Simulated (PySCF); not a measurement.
# C2H6FPSi: the cost of one run

Computed with PySCF 2.14.0, with density-fitted response routines of our own, on a single molecule in the gas phase. Atoms are numbered from 0 throughout.

### 1 The molecule as given

11 atoms, charge 0, multiplicity 1; geometry from: GFN2-xTB. The atoms were then displaced at random by about 0.01 Å, so the start is not that level's minimum.

Bonds of the start (Å): F0–C1 1.38, C1–C2 1.52, C2–Si3 1.92, Si3–P4 2.19, Si3–C1 1.91, C1–H5 1.08, C2–H6 1.10, C2–H7 1.05, Si3–H8 1.47, P4–H9 1.39, P4–H10 1.41.

### 2 Optimising the geometry at PBE0-D3(BJ)/def2-SVP

The job: settings as JSON, then the geometry in Å.

```
{"job": {"xc": "PBE0", "basis": "def2-SVP", "d3": "d3bj", "grid": 1, "shake": 0.01, "kind": "geom"}, "charge": 0, "multiplicity": 1}
F      0.105400     1.725630    -1.054710
C     -0.803990     0.741610    -0.744260
C     -0.960370     0.471890     0.745540
Si    -0.079330    -0.942480    -0.198570
P      2.085500    -1.273930    -0.214420
H     -1.708770     0.899730    -1.320280
H     -0.331430     1.118620     1.381970
H     -1.938850     0.401960     1.113180
H     -0.962060    -2.076500    -0.502110
H      2.394550     0.064570    -0.401010
H      2.237460    -1.156940     1.179010
```

Command:

```
OMP_NUM_THREADS=1 python probes_run.py task.json out
```

One launch serves the whole session: the jobs run in the order shown.

Q: Estimate the wall time and peak memory of this first job on 1 thread of Arm Neoverse V1, shared host.

About 24 s, with a peak of 0.46 GiB.
